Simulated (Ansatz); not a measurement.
# ZnBiO: a trial structure relaxed

Where does this trial cell of ZnBiO go when cell and atoms are let free?

Program: Ansatz 0.2.0. Level of theory: DFT PBE, scalar-relativistic, plane waves, PAW. These are calculated values, not measurements.

## (1) Starting point

Symmetry: P4/mmm, No. 123, tetragonal system. Conventional cell: a = 3.448 Å, b = 3.448 Å, c = 4.603 Å, α = 90.00°, β = 90.00°, γ = 90.00°. Zn (site symmetry 4/mmm) has 2 O at 2.30 Å and 4 Bi at 2.44 Å in its first shell of neighbours. Bi (site symmetry 4/mmm) has 4 Zn at 2.44 Å in its first shell of neighbours. O (site symmetry 4/mmm) has 2 Zn at 2.30 Å in its first shell of neighbours.

Structure file:

```cif
data_structure
_symmetry_space_group_name_H-M 'P4/mmm'
_symmetry_Int_Tables_number 123
_cell_length_a 3.4476
_cell_length_b 3.4476
_cell_length_c 4.6031
_cell_angle_alpha 90.000
_cell_angle_beta 90.000
_cell_angle_gamma 90.000
_cell_volume 54.71
loop_
_atom_site_label
_atom_site_type_symbol
_atom_site_symmetry_multiplicity
_atom_site_Wyckoff_symbol
_atom_site_fract_x
_atom_site_fract_y
_atom_site_fract_z
_atom_site_occupancy
Zn1 Zn 1 d 0.50000 0.50000 0.50000 1
Bi1 Bi 1 b 0.00000 0.00000 0.50000 1
O1 O 1 c 0.50000 0.50000 0.00000 1
```

The cell is invented: random cell by space group and Wyckoff sites (P4/mmm, No. 123). The dimensions are guesses.

## (2) Probe: one point on a coarse mesh

input.yaml reads:

```yaml
crystal:
  lattice:
    - [3.44762085, 0.0, 0.0]
    - [0.0, 3.44762085, 0.0]
    - [0.0, 0.0, 4.60311776]
  atoms:
    - { symbol: Zn, position: [0.5, 0.5, 0.5] }
    - { symbol: Bi, position: [0.0, 0.0, 0.5] }
    - { symbol: O, position: [0.5, 0.5, 0.0] }
basis:
  ecutwfc: 420
kpoints:
  mp_grid: { grid: [6, 6, 4] }
hamiltonian:
  xc: pbe
scf:
  occupations: { method: gaussian, width: 0.1 }
  lower_state_search: "off"
output:
  forces: true
  stress: true
  eigenvalues: true
```

Run with:

```bash
$ ansatz run input.yaml --threads 1 --pin off --max-ram 2560MiB --backend cpu --events-out ev --progress --plain --runs-dir out
```

Standard output (excerpt; [...] marks lines left out):

```text
[...]
SCF converged after 7 iterations
Free energy (F): -16277.807343 eV
[...]
E sigma→0 (E₀):  -16277.804621 eV
Entropy (-TS):   -0.005444 eV (-1.815 meV/atom)
Fermi energy:    9.883910 eV
[...]
--- Forces (eV/Å), atoms counted from 1 ---
  atom   1  Zn     0.00000000    -0.00000000    -0.00000000
  atom   2  Bi     0.00000000     0.00000000     0.00000000
  atom   3  O      0.00000000    -0.00000000    -0.00000000
[...]
--- Stress (GPa, compression-positive) ---
       40.889787       0.000000      -0.000000
        0.000000      40.889787      -0.000000
       -0.000000      -0.000000     -24.088436
  P = ⅓ Tr σ = 19.2304 GPa (192.304 kbar)
--- Band table (eV; the first three rows and the last of 30) ---
  k-point 0: bands = ["-13.9817", "-13.9608", "-13.9429", "-13.7842", "-13.7842", "-6.6508", "-3.8446", "1.4665", "1.7053", "1.9967", "1.9967", "2.5393", "5.4188", "8.2844", "8.2844", "10.6441", "10.6441", "10.7211", "13.1746", "15.9875", "16.3468"]
[...]
```

Run time: 1.6 s. Hardware: 1 thread of Intel Xeon at 2.60GHz (Ice Lake), shared host; peak memory 0.41 GiB.

The probe gives pressure 19.2 GPa, largest force 0.00 eV/Å, gap on this mesh none (metal). A cheap, loose relaxation comes first.

## (3) A loose first relaxation

Edit input.yaml of step 2 so:

```diff
@@ -22 +22,6 @@
   eigenvalues: true
+relax:
+  adjacent_minimum: "off"
+  f_tol: 0.04
+  max_steps: 70
+  cell: { stress_tol: 0.4 }
```

Run with:

```bash
$ ansatz run input.yaml --threads 1 --pin off --max-ram 2560MiB --backend cpu --events-out ev --progress --plain --runs-dir out
```

Standard output:

```text
Warning: RAYON_NUM_THREADS=1 ignored (pool sized by the plan → 1); use --threads N
Engine: ansatz 0.2.0, x86_64-unknown-linux-gnu
Pseudopotentials: kind: paw
Pseudopotential: Zn, paw, valence charge 12, recommended cutoff 420 eV (normal), Zn.paw.azcp
Pseudopotential: Bi, paw, valence charge 15, recommended cutoff 420 eV (normal), Bi.paw.azcp
Pseudopotential: O, paw, valence charge 6, recommended cutoff 420 eV (normal), O.paw.azcp
Functional definition: PBE
  parameter kappa = 0.804
  parameter beta = 0.06672455060314922
  exchange = pbe_x(kappa = kappa, mu = beta*pi^2/3)
  correlation = pbe_c(beta = beta)
Crystal: 3 atoms, lattice volume = 54.713 Å³
Basis set: ecut = 420 eV, 1051 PW (Γ), exchange–correlation on 48×48×64 points (8 copies of the dense FFT grid, shifted against one another)
Bands: 21, of which v1, the nominal top of the filled ones, is band 17 counted from 1 (16 counted from 0)
Symmetry: 16 space group operations
Space group: P4/mmm (ITA 123), of the structure as read, at distance tolerance 3.8e-5 Å
k-points: 30 of 144
Non-local potential: Zn, projectors of the file, l = 0: 2, l = 1: 2, l = 2: 3, l = 3: 1
Non-local potential: Bi, projectors of the file, l = 0: 2, l = 1: 2, l = 2: 2, l = 3: 2
Non-local potential: O, projectors of the file, l = 0: 2, l = 1: 2, l = 2: 1
PAW form: soft (Blöchl's): semilocal exchange-correlation on the pseudo side does not see the compensation charge
PAW one-centre angular grid: Zn, 590 points (default); XC on 64 Gauss nodes
PAW one-centre angular grid: Bi, 590 points (default); XC on 64 Gauss nodes
PAW one-centre angular grid: O, 110 points (default); XC on 64 Gauss nodes
Initial density: superposition of atomic densities (neutral atoms: chi_scale 0, normalization atom), corrected by the library's trained network
Initial wavefunctions: pseudopotential atomic-orbital guess
Functional: x = pbe(κ = 0.804, μ = 0.2195149727645171), c = pbe(β = 0.06672455060314922)
SCF iter   1: F=—  HF=-16277.831647 eV  |F-HF|=—  |Δ(HF+E_count)|=         —  Δρ=1.50e-2  dr2=1.85e-1  ethr=1.77e-3  ⟨swp⟩=6.1  Hψ=3053  notcnv=0
preconditioner: auto → LDOS  [insulator: Δε(μ)=0.151 eV  Ē_g=16.771 eV  σ=0.100 eV  W_gap=0.71  n_scr=14 (ndim 8)  ℏωp=28.8 eV  f_vac=0.030  D(μ)=1.20/eV (n_scr^D=6)  ε∞_Penn≈4.0  β→1.0]
SCF iter   2: F=—  HF=-16277.815668 eV  |F-HF|=—  |Δ(HF+E_count)|=   1.60e-2  Δρ=1.10e-2  dr2=6.93e-2  ethr=5.61e-4  ⟨swp⟩=2.0  Hψ=1038  notcnv=0  defer=5
SCF iter   3: F=—  HF=-16277.807681 eV  |F-HF|=—  |Δ(HF+E_count)|=   7.99e-3  Δρ=1.80e-3  dr2=2.39e-3  ethr=2.10e-4  ⟨swp⟩=2.0  Hψ=890  notcnv=0  defer=5
SCF iter   4: F=—  HF=-16277.807472 eV  |F-HF|=—  |Δ(HF+E_count)|=   2.09e-4  Δρ=5.59e-4  dr2=9.92e-5  ethr=7.26e-6  ⟨swp⟩=2.2  Hψ=1045  notcnv=0  defer=4
SCF iter   5: F=—  HF=-16277.807340 eV  |F-HF|=—  |Δ(HF+E_count)|=   1.32e-4  Δρ=1.12e-4  dr2=4.53e-6  ethr=3.01e-7  ⟨swp⟩=2.0  Hψ=926  notcnv=0  defer=3
SCF iter   6: F=—  HF=-16277.807343 eV  |F-HF|=—  |Δ(HF+E_count)|=   2.67e-6  Δρ=2.34e-5  dr2=1.93e-7  ethr=1.37e-8  ⟨swp⟩=2.0  Hψ=920  notcnv=0  defer=3
SCF iter   7: F=-16277.807343 eV  HF=-16277.807343 eV  |F-HF|=2.20e-10  |Δ(HF+E_count)|=   2.53e-7  Δρ=4.25e-6  dr2=6.51e-9  ethr=3.03e-10  ⟨swp⟩=6.9  Hψ=3074  notcnv=0
SCF 1 converged in 7 iterations: F = -16277.807343 eV  dr2 = 6.51e-9
relax step   1: F+E_penalty+E_count = -16277.80734297 eV  Δ(F+E_penalty+E_count) = +0.000e0 eV  max|allowed force component| = 1.115e-28 eV/Å  Δτ_max = 0.0000 Å  P = +19.230 GPa  Ω = 54.713 Å³  (7 SCF iters, dr2 threshold 1.00e-7 eV, accepted)
Crystal: 3 atoms, lattice volume = 58.221 Å³
Basis set: ecut = 420 eV, 1127 PW (Γ), exchange–correlation on 48×48×64 points (8 copies of the dense FFT grid, shifted against one another)
Initial density: handed on by an earlier stage of this run
Initial wavefunctions: those handed on with the density
iter 1 solved again at ethr=3.61e-4 eV; its pass at ethr=3.10e-3 eV (dr2=1.19e-1 eV) is discarded
SCF iter   1: F=—  HF=-16279.082235 eV  |F-HF|=—  |Δ(HF+E_count)|=         —  Δρ=1.31e-2  dr2=1.19e-1  ethr=3.61e-4  ⟨swp⟩=1.1  Hψ=4685  notcnv=0
preconditioner: auto → LDOS  [insulator: Δε(μ)=0.140 eV  Ē_g=16.338 eV  σ=0.100 eV  W_gap=0.64  n_scr=18 (ndim 8)  ℏωp=28.0 eV  f_vac=0.020  D(μ)=1.57/eV (n_scr^D=6)  ε∞_Penn≈3.9  β→1.0]
SCF iter   2: F=—  HF=-16279.067472 eV  |F-HF|=—  |Δ(HF+E_count)|=   1.48e-2  Δρ=7.07e-3  dr2=1.82e-2  ethr=3.61e-4  ⟨swp⟩=2.2  Hψ=1057  notcnv=0
SCF iter   3: F=—  HF=-16279.065141 eV  |F-HF|=—  |Δ(HF+E_count)|=   2.33e-3  Δρ=3.16e-3  dr2=3.52e-3  ethr=5.50e-5  ⟨swp⟩=2.2  Hψ=1218  notcnv=0  defer=1
SCF iter   4: F=—  HF=-16279.063714 eV  |F-HF|=—  |Δ(HF+E_count)|=   1.43e-3  Δρ=1.17e-3  dr2=8.47e-4  ethr=1.07e-5  ⟨swp⟩=2.4  Hψ=1049  notcnv=0  defer=1
SCF iter   5: F=—  HF=-16279.063667 eV  |F-HF|=—  |Δ(HF+E_count)|=   4.73e-5  Δρ=3.34e-4  dr2=5.98e-5  ethr=2.57e-6  ⟨swp⟩=2.0  Hψ=856  notcnv=0  defer=1
SCF iter   6: F=—  HF=-16279.063672 eV  |F-HF|=—  |Δ(HF+E_count)|=   5.28e-6  Δρ=5.22e-5  dr2=1.27e-6  ethr=1.81e-7  ⟨swp⟩=2.3  Hψ=1029  notcnv=0  defer=1
SCF iter   7: F=-16279.063672 eV  HF=-16279.063673 eV  |F-HF|=1.77e-7  |Δ(HF+E_count)|=   3.92e-7  Δρ=1.63e-5  dr2=1.94e-7  ethr=9.09e-10  ⟨swp⟩=8.5  Hψ=3839  notcnv=0
SCF 2 converged in 7 iterations: F = -16279.063672 eV  dr2 = 1.94e-7
relax step   2: F+E_penalty+E_count = -16279.06367236 eV  Δ(F+E_penalty+E_count) = -1.256e0 eV  max|allowed force component| = 5.391e-30 eV/Å  Δτ_max = 0.0000 Å  P = +7.180 GPa  Ω = 58.221 Å³  energy of the carried Pulay correction = -7.046e-3 eV  (7 SCF iters, dr2 threshold 3.00e-7 eV, accepted)
Crystal: 3 atoms, lattice volume = 58.277 Å³
Basis set: ecut = 420 eV, 1151 PW (Γ), exchange–correlation on 48×48×64 points (8 copies of the dense FFT grid, shifted against one another)
iter 1 solved again at ethr=7.73e-5 eV; its pass at ethr=3.10e-3 eV (dr2=2.55e-2 eV) is discarded
SCF iter   1: F=—  HF=-16279.728880 eV  |F-HF|=—  |Δ(HF+E_count)|=         —  Δρ=6.63e-3  dr2=2.58e-2  ethr=7.73e-5  ⟨swp⟩=1.9  Hψ=4869  notcnv=0
preconditioner: auto → Kerker (q_TF=auto, 2.482 Å⁻¹)  [metal: Δε(μ)=0.105 eV  Ē_g=16.227 eV  σ=0.100 eV  W_gap=0.44  n_scr=18 (ndim 8)  ℏωp=27.9 eV  f_vac=0.001  D(μ)=2.57/eV (n_scr^D=26)]
SCF iter   2: F=—  HF=-16279.724856 eV  |F-HF|=—  |Δ(HF+E_count)|=   4.02e-3  Δρ=3.49e-3  dr2=8.05e-3  ethr=7.73e-5  ⟨swp⟩=1.0  Hψ=635  notcnv=0
SCF iter   3: F=—  HF=-16279.723279 eV  |F-HF|=—  |Δ(HF+E_count)|=   1.58e-3  Δρ=7.56e-4  dr2=2.96e-4  ethr=2.44e-5  ⟨swp⟩=2.2  Hψ=951  notcnv=0
SCF iter   4: F=—  HF=-16279.723560 eV  |F-HF|=—  |Δ(HF+E_count)|=   2.81e-4  Δρ=6.70e-4  dr2=1.81e-4  ethr=8.98e-7  ⟨swp⟩=3.3  Hψ=1271  notcnv=0
SCF iter   5: F=—  HF=-16279.723468 eV  |F-HF|=—  |Δ(HF+E_count)|=   9.20e-5  Δρ=1.79e-4  dr2=1.67e-5  ethr=5.47e-7  ⟨swp⟩=3.3  Hψ=1049  notcnv=0
SCF iter   6: F=—  HF=-16279.723467 eV  |F-HF|=—  |Δ(HF+E_count)|=   5.39e-7  Δρ=5.04e-5  dr2=2.36e-6  ethr=5.06e-8  ⟨swp⟩=2.2  Hψ=1120  notcnv=0
SCF iter   7: F=-16279.723467 eV  HF=-16279.723467 eV  |F-HF|=9.68e-8  |Δ(HF+E_count)|=   2.81e-7  Δρ=1.32e-5  dr2=2.71e-7  ethr=9.09e-10  ⟨swp⟩=6.3  Hψ=4058  notcnv=0
SCF 3 converged in 7 iterations: F = -16279.723467 eV  dr2 = 2.71e-7
relax step   3: F+E_penalty+E_count = -16279.72346722 eV  Δ(F+E_penalty+E_count) = -6.598e-1 eV  max|allowed force component| = 3.024e-30 eV/Å  Δτ_max = 0.0000 Å  P = +4.211 GPa  Ω = 58.277 Å³  energy of the carried Pulay correction = -7.954e-3 eV  (7 SCF iters, dr2 threshold 3.00e-7 eV, accepted)
[... from here on, the SCF cycles and remarks between the steps are left out ...]
relax step   4: F+E_penalty+E_count = -16280.20558485 eV  Δ(F+E_penalty+E_count) = -4.821e-1 eV  max|allowed force component| = 2.892e-30 eV/Å  Δτ_max = 0.0000 Å  P = +2.744 GPa  Ω = 57.854 Å³  energy of the carried Pulay correction = -8.009e-3 eV  (8 SCF iters, dr2 threshold 3.00e-7 eV, accepted)
relax step   5: F+E_penalty+E_count = -16280.52432725 eV  Δ(F+E_penalty+E_count) = -3.187e-1 eV  max|allowed force component| = 1.473e-29 eV/Å  Δτ_max = 0.0000 Å  P = +3.483 GPa  Ω = 57.116 Å³  energy of the carried Pulay correction = -7.487e-3 eV  (7 SCF iters, dr2 threshold 3.00e-7 eV, accepted)
relax step   6: F+E_penalty+E_count = -16280.62352337 eV  Δ(F+E_penalty+E_count) = -9.920e-2 eV  max|allowed force component| = 4.996e-30 eV/Å  Δτ_max = 0.0000 Å  P = +2.213 GPa  Ω = 58.727 Å³  energy of the carried Pulay correction = -1.111e-2 eV  (7 SCF iters, dr2 threshold 3.00e-7 eV, accepted)
relax step   7: F+E_penalty+E_count = -16280.63990542 eV  Δ(F+E_penalty+E_count) = -1.638e-2 eV  max|allowed force component| = 7.231e-30 eV/Å  Δτ_max = 0.0000 Å  P = +0.017 GPa  Ω = 59.709 Å³  energy of the carried Pulay correction = -1.262e-2 eV  (6 SCF iters, dr2 threshold 3.00e-7 eV, accepted)
relax step   8: F+E_penalty+E_count = -16280.80077184 eV  Δ(F+E_penalty+E_count) = -1.609e-1 eV  max|allowed force component| = 1.118e-29 eV/Å  Δτ_max = 0.0000 Å  P = +3.075 GPa  Ω = 59.709 Å³  stress off target by 4.57e0 GPa  SCF on the basis re-selected at this cell (its energy is not comparable with the rows above)  (8 SCF iters)
relax step   9: F+E_penalty+E_count = -16280.85538460 eV  Δ(F+E_penalty+E_count) = -5.461e-2 eV  max|allowed force component| = 9.926e-30 eV/Å  Δτ_max = 0.0000 Å  P = +0.152 GPa  Ω = 63.630 Å³  energy of the carried Pulay correction = -8.363e-3 eV  (6 SCF iters, dr2 threshold 3.00e-7 eV, accepted)
relax step  10: F+E_penalty+E_count = -16280.85460629 eV  Δ(F+E_penalty+E_count) = +7.783e-4 eV  max|allowed force component| = 3.155e-29 eV/Å  Δτ_max = 0.0000 Å  P = -0.101 GPa  Ω = 64.226 Å³  energy of the carried Pulay correction = -9.975e-3 eV  (5 SCF iters, dr2 threshold 3.00e-7 eV, accepted)
Basis set: ecut = 420 eV, 1241 PW (Γ), exchange–correlation on 60×60×50 points (8 copies of the dense FFT grid, shifted against one another)
iter 1 solved again at ethr=2.79e-7 eV; its pass at ethr=3.10e-3 eV (dr2=9.19e-5 eV) is discarded
SCF iter   1: F=—  HF=-16280.863792 eV  |F-HF|=—  |Δ(HF+E_count)|=         —  Δρ=7.69e-4  dr2=4.48e-5  ethr=2.79e-7  ⟨swp⟩=3.0  Hψ=4806  notcnv=0
preconditioner: auto → LDOS  [insulator: Δε(μ)=0.176 eV  Ē_g=15.778 eV  σ=0.100 eV  W_gap=0.73  n_scr=18 (ndim 8)  ℏωp=26.6 eV  f_vac=0.018  D(μ)=1.32/eV (n_scr^D=6)  ε∞_Penn≈3.8  β→1.0]
SCF iter   2: F=—  HF=-16280.866630 eV  |F-HF|=—  |Δ(HF+E_count)|=   2.84e-3  Δρ=3.21e-4  dr2=4.86e-5  ethr=1.36e-7  ⟨swp⟩=2.0  Hψ=976  notcnv=0
SCF iter   3: F=—  HF=-16280.866612 eV  |F-HF|=—  |Δ(HF+E_count)|=   1.78e-5  Δρ=7.75e-5  dr2=1.78e-6  ethr=1.36e-7  ⟨swp⟩=2.0  Hψ=933  notcnv=0
SCF iter   4: F=—  HF=-16280.866616 eV  |F-HF|=—  |Δ(HF+E_count)|=   3.63e-6  Δρ=5.45e-5  dr2=9.90e-7  ethr=5.40e-9  ⟨swp⟩=2.0  Hψ=916  notcnv=0
SCF iter   5: F=—  HF=-16280.866616 eV  |F-HF|=—  |Δ(HF+E_count)|=   1.12e-7  Δρ=2.41e-5  dr2=2.01e-7  ethr=3.00e-9  ⟨swp⟩=2.0  Hψ=774  notcnv=0
SCF iter   6: F=—  HF=-16280.866616 eV  |F-HF|=—  |Δ(HF+E_count)|=   2.84e-8  Δρ=5.84e-6  dr2=1.23e-8  ethr=6.09e-10  ⟨swp⟩=2.0  Hψ=800  notcnv=0
SCF iter   7: F=-16280.866616 eV  HF=-16280.866616 eV  |F-HF|=4.73e-11  |Δ(HF+E_count)|=  1.78e-10  Δρ=6.55e-7  dr2=1.37e-10  ethr=5.82e-12  ⟨swp⟩=3.9  Hψ=2621  notcnv=0
SCF 11 converged in 7 iterations: F = -16280.866616 eV  dr2 = 1.37e-10
relax step  11: F+E_penalty+E_count = -16280.86661574 eV  Δ(F+E_penalty+E_count) = -1.201e-2 eV  max|allowed force component| = 4.049e-29 eV/Å  Δτ_max = 0.0000 Å  P = -0.035 GPa  Ω = 64.226 Å³  stress off target by 1.74e-1 GPa  SCF on the basis re-selected at this cell (its energy is not comparable with the rows above)  (7 SCF iters)
basis re-selected at this cell: Δ(F+E_penalty+E_count) = -1.201e-2 eV, ΔP = +0.066 GPa vs the last step (what re-selecting the basis moved, of the pressure what is left beyond the Pulay correction that the steps carried, after the strain that the cell walked since its last selection, with what the two solves' SCF thresholds leave and, on support functions, any second-order correction that the steps lacked; it is no measure of the basis error at this ecutwfc). The dense FFT grid was sized anew with the basis: this SCF ran on 30×30×25 points, the steps before it on 27×27×25, so part of this shift can come from that change (see relax.cell in the input reference). This SCF's stress stands 1.74e-1 GPa from its target on what of the cell is left free (relax.cell.stress_tol is 4.00e-1 GPa) and its largest allowed force component is 4.05e-29 eV/Å (relax.f_tol is 4.00e-2 eV/Å): within both
SCF converged after 7 iterations
Free energy (F): -16280.866616 eV
Harris-Foulkes:  -16280.866616 eV  (|F-HF|=4.73e-11)
Internal energy: -16280.859982 eV  (E = F + TS)
E sigma→0 (E₀):  -16280.863299 eV
Entropy (-TS):   -0.006634 eV (-2.211 meV/atom)
Fermi energy:    7.833869 eV
--- Per-component energies (eV) ---
  E_band       = -119.895084
  E_kinetic    = 604.111590
  E_local      = -3821.984154  (includes V_loc(G=0)·N_el)
  E_nonlocal   = 1221.011578
  E_hartree    = 1439.801939
  E_xc         = -360.358849
  E_vxc        = -287.784519  (∫ρ·V_xc dr)
  E_paw        = -12646.801280  (= ΣΔE_a)
  E_vpaw       = -714.854442  (= ΣTr[D̂ρ^β])
  E_aug_tail   = 0.001593  (compensation charges beyond the density's cutoff)
  E_ewald      = -2716.642398
  E_smearing   = -0.006634  (= −TS)
  E_closure    = -0.000000  (closes the sum)
  Σ components = -16280.866616   (vs F -16280.866616, Δ=0.00e0)
--- Forces (eV/Å), atoms counted from 1 ---
  atom   1  Zn     0.00000000     0.00000000     0.00000000
  atom   2  Bi    -0.00000000     0.00000000     0.00000000
  atom   3  O     -0.00000000     0.00000000     0.00000000
  max |Σ_I F_I| component: 6.78e-29 eV/Å
--- Stress (GPa, compression-positive) ---
        0.035128      -0.000000      -0.000000
       -0.000000       0.035128      -0.000000
       -0.000000      -0.000000      -0.174429
  P = ⅓ Tr σ = -0.0347 GPa (-0.347 kbar)
--- Band table (eV; the first three rows and the last of 30) ---
  k-point 0: bands = ["-15.1434", "-15.0907", "-15.0797", "-15.0548", "-15.0548", "-10.2283", "-3.5527", "0.9955", "1.0104", "1.2189", "1.2189", "1.9147", "3.3362", "4.6521", "4.6521", "8.6547", "8.6547", "9.5437", "10.5993", "12.6331", "14.7502"]
  k-point 1: bands = ["-15.0987", "-15.0896", "-15.0783", "-15.0676", "-15.0676", "-9.9831", "-3.2702", "0.3313", "1.0025", "1.0028", "1.0028", "1.0139", "3.9022", "5.3371", "5.3371", "7.4358", "8.5060", "8.5060", "11.3186", "13.1911", "16.6766"]
  k-point 2: bands = ["-15.0884", "-15.0803", "-15.0803", "-15.0770", "-15.0538", "-9.7065", "-2.9964", "-0.6590", "0.8232", "0.8232", "1.0094", "1.0175", "4.2867", "5.3347", "6.2570", "6.2570", "8.0314", "8.0314", "13.3719", "14.3171", "16.1046"]
  k-point 29: bands = ["-15.1030", "-15.0859", "-15.0859", "-15.0443", "-15.0395", "-9.6668", "-2.0577", "-0.7110", "0.7697", "0.7697", "1.0923", "1.3376", "3.3807", "5.5394", "5.5394", "5.9431", "5.9431", "6.0871", "13.1855", "14.5451", "14.5451"]
--- Relaxed structure (9 steps of the walk, 9 accepted, 2 SCFs on fresh bases) ---
  F+E_penalty+E_count = -16280.86661574 eV   max|allowed force component| = 4.049e-29 eV/Å   (the final SCF, on the basis selected at the relaxed cell)
  cell:  # Å, volume = 64.2259 Å³
    - [4.197973172502019, -1.2571125083993319e-33, -7.367758252676621e-33]
    - [-1.2571125083993319e-33, 4.197973172502019, -3.279423934954778e-33]
    - [-1.1004737887363438e-32, -4.378548342274768e-33, 3.644442764051681]
  atoms:
    - { symbol: Zn, position: [0.49999999999999994, 0.49999999999999994, 0.5] }
    - { symbol: Bi, position: [2.9741720672823716e-34, -1.7315069820184456e-33, 0.5] }
    - { symbol: O, position: [0.49999999999999994, 0.49999999999999994, -5.30623081089416e-35] }
```

It took 24 s on 1 thread of Intel Xeon at 2.60GHz (Ice Lake), shared host; peak memory 0.43 GiB.

Step by step:

| step | E - E(step 1) (eV/cell) | largest force component (eV/Å) | pressure (GPa) | volume (Å³) |
| --- | --- | --- | --- | --- |
| 1 | 0.0000 | 0.0000 | 19.23 | 54.71 |
| 2 | -1.2563 | 0.0000 | 7.18 | 58.22 |
| 3 | -1.9161 | 0.0000 | 4.21 | 58.28 |
| 4 | -2.3982 | 0.0000 | 2.74 | 57.85 |
| 5 | -2.7170 | 0.0000 | 3.48 | 57.12 |
| 6 | -2.8162 | 0.0000 | 2.21 | 58.73 |
| 7 | -2.8326 | 0.0000 | 0.02 | 59.71 |
| 8 | -2.9934 | 0.0000 | 3.07 | 59.71 |
| 9 | -3.0480 | 0.0000 | 0.15 | 63.63 |
| 10 | -3.0473 | 0.0000 | -0.10 | 64.23 |
| 11 | -3.0593 | 0.0000 | -0.03 | 64.23 |

Step 1 is the start. Steps 8, 11 each repeat the geometry before them on a plane-wave basis chosen anew, so the energy can jump there without any move. The walk judges its steps with a correction for the finite basis (Pulay term) that this column leaves out, so accepted steps can climb here and lower ones be refused.

|  | before | after | change |
| --- | --- | --- | --- |
| a (Å) | 3.448 | 4.198 | +21.8 % |
| b (Å) | 3.448 | 4.198 | +21.8 % |
| c (Å) | 4.603 | 3.644 | -20.8 % |
| volume (Å³/atom) | 18.24 | 21.41 | +17.4 % |
| shortest distance (Å) | 2.302 | 1.822 | -20.8 % |
| space group (0.01 Å) | P4/mmm | P4/mmm | same |

Forces and stress were held to the start's 16 operations: a distortion of lower symmetry was not tested.

(Part 1 of 2 ends here.)
